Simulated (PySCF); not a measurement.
# WSe₂: a ladder of methods

How much do the numbers for WSe₂ (triplet) hang on the method? All levels run at one geometry, the PBE0 minimum.

Computed with PySCF 2.14.0. Level: several methods, basis W def2-SVP with ECP60, Se def2-SVP, scalar-relativistic core potentials, no spin–orbit coupling, density fitting.

## 1. Starting geometry

3 atoms, charge 0, spin multiplicity 3.

Bond lengths: W1–Se2 2.254 Å, W1–Se3 2.254 Å. Angles: Se2–W1–Se3 113.8°.

```xyz
3
charge 0 multiplicity 3
W    -0.4995    0.2788    0.0000
Se    0.5748   -0.3209    1.8888
Se    0.5748   -0.3209   -1.8888
```

## 2. PBE0

One driver script runs all steps and calls PySCF; scf.py shows the equivalent input of each level. Each SCF starts from the density of the minimum. The driver also runs the species with one electron less or more at the same geometry (one less: multiplicity 2); their logs are not shown.

Contents of scf.py:

```python
from pyscf import gto, scf, dft
mol = gto.M(atom='''
W     -0.499459     0.278845    -0.000000
Se     0.574824    -0.320921     1.888849
Se     0.574824    -0.320921    -1.888849''',
    basis={'W': 'def2-SVP', 'Se': 'def2-SVP'},
    ecp={'W': 'def2-SVP'},
    charge=0, spin=2)
mf = dft.UKS(mol, xc='PBE0')
mf.grids.atom_grid = (99, 590)
aux = {'W': 'def2-universal-JKFIT', 'Se': 'def2-universal-JKFIT'}
mf = mf.density_fit(auxbasis=aux)
mf.kernel()
```

The log of the run:

```text
init E= -4869.04750613685
[... the frontier-level lines of each cycle are left out ...]
cycle= 1 E= -4869.04750614208  delta_E= -5.23e-09  |g|= 8.57e-06  |ddm|= 9.22e-05
cycle= 2 E= -4869.0475061421  delta_E= -1.82e-11  |g|= 2.87e-06  |ddm|= 1.16e-05
Extra cycle  E= -4869.04750614208  delta_E= 2.55e-11  |g|= 7.72e-06  |ddm|= 1.15e-05
converged SCF energy = -4869.04750614208  <S^2> = 2.0809109  2S+1 = 3.0534642
```

This level, with the species of one electron less or more, needed 6.9 s of wall time on 4 threads, shared host.

```
energy                        : -4869.047506 Eh
one electron less (charge +1) : -4868.755376 Eh (doublet, ⟨S²⟩ 1.08)
Mulliken charge of W1         : +0.40 e
```

## 3. HF

scf.py, as its differences from that of step 2:

```diff
@@ -9,2 +9 @@
-mf = dft.UKS(mol, xc='PBE0')
-mf.grids.atom_grid = (99, 590)
+mf = scf.UHF(mol)
```

The log of the run:

```text
init E= -4865.46562005757
[... the frontier-level lines of each cycle are left out ...]
cycle= 1 E= -4865.48558602657  delta_E= -0.02  |g|= 0.147  |ddm|= 0.405
cycle= 2 E= -4865.4794257074  delta_E= 0.00616  |g|= 0.185  |ddm|= 0.361
cycle= 3 E= -4865.49848208391  delta_E= -0.0191  |g|= 0.0266  |ddm|= 0.216
cycle= 4 E= -4865.50024853796  delta_E= -0.00177  |g|= 0.0184  |ddm|= 0.0713
cycle= 5 E= -4865.50178387383  delta_E= -0.00154  |g|= 0.0164  |ddm|= 0.0693
cycle= 6 E= -4865.50449451915  delta_E= -0.00271  |g|= 0.0141  |ddm|= 0.141
cycle= 7 E= -4865.50737298732  delta_E= -0.00288  |g|= 0.00986  |ddm|= 0.209
cycle= 8 E= -4865.50811531613  delta_E= -0.000742  |g|= 0.00568  |ddm|= 0.0873
cycle= 9 E= -4865.50844528282  delta_E= -0.00033  |g|= 0.00365  |ddm|= 0.0594
cycle= 10 E= -4865.50860690051  delta_E= -0.000162  |g|= 0.00279  |ddm|= 0.0532
cycle= 11 E= -4865.50861618997  delta_E= -9.29e-06  |g|= 0.00298  |ddm|= 0.034
cycle= 12 E= -4865.50869695836  delta_E= -8.08e-05  |g|= 0.00142  |ddm|= 0.0398
cycle= 13 E= -4865.50871761138  delta_E= -2.07e-05  |g|= 0.000974  |ddm|= 0.0151
cycle= 14 E= -4865.50872959145  delta_E= -1.2e-05  |g|= 0.000472  |ddm|= 0.0205
cycle= 15 E= -4865.50873144466  delta_E= -1.85e-06  |g|= 0.000214  |ddm|= 0.00696
cycle= 16 E= -4865.50873185071  delta_E= -4.06e-07  |g|= 0.0001  |ddm|= 0.0045
cycle= 17 E= -4865.5087319066  delta_E= -5.59e-08  |g|= 5.74e-05  |ddm|= 0.000729
cycle= 18 E= -4865.5087319285  delta_E= -2.19e-08  |g|= 2.55e-05  |ddm|= 0.000592
cycle= 19 E= -4865.50873193269  delta_E= -4.2e-09  |g|= 1.24e-05  |ddm|= 0.000275
cycle= 20 E= -4865.50873193377  delta_E= -1.08e-09  |g|= 5.09e-06  |ddm|= 0.000145
cycle= 21 E= -4865.50873193388  delta_E= -1.08e-10  |g|= 1.59e-06  |ddm|= 5.09e-05
Extra cycle  E= -4865.5087319339  delta_E= -1.36e-11  |g|= 1.07e-06  |ddm|= 4.63e-06
converged SCF energy = -4865.5087319339  <S^2> = 2.9343607  2S+1 = 3.5689554
```

This level, with the species of one electron less or more, took 3.6 s.

```
energy                        : -4865.508732 Eh
one electron less (charge +1) : -4865.250952 Eh (doublet, ⟨S²⟩ 2.68)
Mulliken charge of W1         : +0.63 e
```

## 4. PBE

scf.py, as its differences from that of step 3:

```diff
@@ -9 +9,2 @@
-mf = scf.UHF(mol)
+mf = dft.UKS(mol, xc='PBE')
+mf.grids.atom_grid = (99, 590)
```

The log of the run:

```text
init E= -4868.95735534292
[... the frontier-level lines of each cycle are left out ...]
cycle= 1 E= -4868.94487143611  delta_E= 0.0125  |g|= 0.18  |ddm|= 0.274
cycle= 2 E= -4868.56228940343  delta_E= 0.383  |g|= 0.762  |ddm|= 1.02
cycle= 3 E= -4868.95451260686  delta_E= -0.392  |g|= 0.107  |ddm|= 0.963
cycle= 4 E= -4868.96044130409  delta_E= -0.00593  |g|= 0.0415  |ddm|= 0.0706
cycle= 5 E= -4868.96137223265  delta_E= -0.000931  |g|= 0.00854  |ddm|= 0.0416
cycle= 6 E= -4868.96141127607  delta_E= -3.9e-05  |g|= 0.00267  |ddm|= 0.0129
cycle= 7 E= -4868.96141555122  delta_E= -4.28e-06  |g|= 0.000464  |ddm|= 0.00275
cycle= 8 E= -4868.96141568566  delta_E= -1.34e-07  |g|= 5.37e-05  |ddm|= 0.000625
cycle= 9 E= -4868.96141568826  delta_E= -2.61e-09  |g|= 4.21e-05  |ddm|= 0.000139
cycle= 10 E= -4868.9614156883  delta_E= -4.18e-11  |g|= 4.03e-05  |ddm|= 0.000104
cycle= 11 E= -4868.96141568968  delta_E= -1.37e-09  |g|= 7.83e-06  |ddm|= 7.33e-05
cycle= 12 E= -4868.96141568975  delta_E= -6.82e-11  |g|= 1.36e-06  |ddm|= 2.26e-05
Extra cycle  E= -4868.96141568976  delta_E= -1.64e-11  |g|= 3.88e-06  |ddm|= 7.77e-06
converged SCF energy = -4868.96141568976  <S^2> = 2.0442969  2S+1 = 3.0293873
```

This level, with the species of one electron less or more, took 21 s.

```
energy                        : -4868.961416 Eh
one electron less (charge +1) : -4868.679814 Eh (doublet, ⟨S²⟩ 0.84)
Mulliken charge of W1         : +0.28 e
```

## 5. r2SCAN

scf.py, as its differences from that of step 4:

```diff
@@ -9 +9 @@
-mf = dft.UKS(mol, xc='PBE')
+mf = dft.UKS(mol, xc='R2SCAN')
```

The log of the run:

```text
init E= -4869.66082188917
[... the frontier-level lines of each cycle are left out ...]
cycle= 1 E= -4869.66223429251  delta_E= -0.00141  |g|= 0.0267  |ddm|= 0.126
cycle= 2 E= -4869.65436636847  delta_E= 0.00787  |g|= 0.117  |ddm|= 0.141
cycle= 3 E= -4869.66244226625  delta_E= -0.00808  |g|= 0.015  |ddm|= 0.131
cycle= 4 E= -4869.66259207899  delta_E= -0.00015  |g|= 0.000884  |ddm|= 0.0164
cycle= 5 E= -4869.6625928324  delta_E= -7.53e-07  |g|= 0.000447  |ddm|= 0.00216
cycle= 6 E= -4869.66259309351  delta_E= -2.61e-07  |g|= 0.000192  |ddm|= 0.00127
cycle= 7 E= -4869.66259321279  delta_E= -1.19e-07  |g|= 0.000109  |ddm|= 0.00106
cycle= 8 E= -4869.66259325368  delta_E= -4.09e-08  |g|= 1.88e-05  |ddm|= 0.000866
cycle= 9 E= -4869.66259325479  delta_E= -1.11e-09  |g|= 1.38e-05  |ddm|= 0.000143
cycle= 10 E= -4869.66259325478  delta_E= 7.28e-12  |g|= 1.48e-05  |ddm|= 4.17e-05
Extra cycle  E= -4869.66259325184  delta_E= 2.94e-09  |g|= 6.22e-05  |ddm|= 0.000117
converged SCF energy = -4869.66259325184  <S^2> = 2.0760394  2S+1 = 3.0502717
```

This level, with the species of one electron less or more, took 23 s.

| Item | Value |
| --- | --- |
| energy | -4869.662593 Eh |
| one electron less (charge +1) | -4869.370211 Eh (doublet, ⟨S²⟩ 0.99) |
| Mulliken charge of W1 | +0.40 e |

## 6. B3LYP

scf.py, as its differences from that of step 5:

```diff
@@ -9 +9 @@
-mf = dft.UKS(mol, xc='R2SCAN')
+mf = dft.UKS(mol, xc='B3LYP')
```

The log of the run:

```text
init E= -4869.71419223649
[... the frontier-level lines of each cycle are left out ...]
cycle= 1 E= -4869.71520658391  delta_E= -0.00101  |g|= 0.0256  |ddm|= 0.136
cycle= 2 E= -4869.71407406352  delta_E= 0.00113  |g|= 0.052  |ddm|= 0.0688
cycle= 3 E= -4869.71488635962  delta_E= -0.000812  |g|= 0.0306  |ddm|= 0.079
cycle= 4 E= -4869.71547231638  delta_E= -0.000586  |g|= 0.00224  |ddm|= 0.0317
cycle= 5 E= -4869.71548844335  delta_E= -1.61e-05  |g|= 0.00147  |ddm|= 0.00854
cycle= 6 E= -4869.71550505891  delta_E= -1.66e-05  |g|= 0.000627  |ddm|= 0.0162
cycle= 7 E= -4869.71550620147  delta_E= -1.14e-06  |g|= 0.000231  |ddm|= 0.00419
cycle= 8 E= -4869.71550628881  delta_E= -8.73e-08  |g|= 5.11e-05  |ddm|= 0.00112
cycle= 9 E= -4869.71550629342  delta_E= -4.61e-09  |g|= 1.7e-05  |ddm|= 0.000177
cycle= 10 E= -4869.71550629421  delta_E= -7.93e-10  |g|= 4.88e-06  |ddm|= 7.88e-05
Extra cycle  E= -4869.71550629422  delta_E= -1.27e-11  |g|= 1.06e-05  |ddm|= 2.57e-05
converged SCF energy = -4869.71550629422  <S^2> = 2.0406024  2S+1 = 3.0269473
```

This level, with the species of one electron less or more, needed 14 s of wall time on 4 threads, shared host.

| Property | Result |
| --- | --- |
| energy | -4869.715506 Eh |
| one electron less (charge +1) | -4869.427148 Eh (doublet, ⟨S²⟩ 0.89) |
| Mulliken charge of W1 | +0.34 e |

## 7. All levels side by side

| level | atomisation energy (kJ/mol) | vertical ionisation energy (eV) | −ε(HOMO) (eV) | gap (eV) | dipole (D) | wall time |
| --- | --- | --- | --- | --- | --- | --- |
| PBE0 | 855 | 7.95 | 6.17 | 2.31 | 3.20 | 6.9 s |
| HF | 359 | 7.01 | 8.03 | 6.66 | 3.55 | 3.6 s |
| PBE | 952 | 7.66 | 4.98 | 0.55 | 2.64 | 21 s |
| r2SCAN | – | 7.96 | 5.42 | 0.93 | 3.13 | 23 s |
| B3LYP | 830 | 7.85 | 5.88 | 1.97 | 3.00 | 14 s |

Times are for 4 threads, shared host; PBE0 starts from its own converged density, so its time is not comparable. A dash stands where a species or a free atom was not run at that level, or the quantity is not defined.

Atomisation goes to high-spin atoms in their ground configurations, run at the same level, without zero-point energy.

## 8. Outcome

| quantity | value |
| --- | --- |
| atomisation energy, range | 359 (HF) to 952 (PBE) kJ/mol |
| vertical ionisation energy, range | 7.01 (HF) to 7.96 (r2SCAN) eV |
| orbital gap, range | 0.55 (PBE) to 6.66 (HF) eV |

In words: The atomisation energy spreads over 593 kJ/mol, from HF to PBE; without a CCSD(T) value for it there is no yardstick here. Spin contamination is strong in at least one of the open-shell species at PBE0, HF. Open d and f shells are described by one determinant, and the ground state may have another occupation or spin. With an element this heavy the missing spin–orbit coupling can shift these numbers.
